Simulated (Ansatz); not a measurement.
# Ti2BN (P6/mmm) in Ansatz: equation of state

Aim: energy against volume of Ti2BN in PBE, for its equilibrium volume and stiffness.

All numbers are computed with Ansatz 0.2.0; they aren't measurements. Logs are shortened: lines on timing, memory, paths and dates and some standing lists are left out, and cuts for length are marked.

## 1. Starting point

Symmetry: P6/mmm, No. 191, hexagonal system. Conventional cell: a = 3.009 Å, b = 3.009 Å, c = 5.826 Å, α = 90.00°, β = 90.00°, γ = 120.00°. Around Ti (site symmetry 6mm) lie 1 B at 1.42 Å and 1 N at 1.49 Å. Around B (site symmetry 6/mmm) lie 2 Ti at 1.42 Å. N (site symmetry 6/mmm) has 2 Ti at 1.49 Å as nearest neighbours.

The cell was built by a generator and needn't be a form met in nature.

## 2. Equation of state, PBE

Potentials or basis: all-electron LAPW, scalar-relativistic.

No new run: the results of the series are fitted here.

What came out:

```yaml
Equilibrium_volume: outside the volumes run
```

Energy against volume, from the lowest point:
```
volume (Å³/atom)  energy (meV/atom)
          10.739             982.49
          10.968             794.19
          11.196             616.42
          11.425             448.62
          11.653             290.28
          11.882             140.93
          12.110               0.00
```
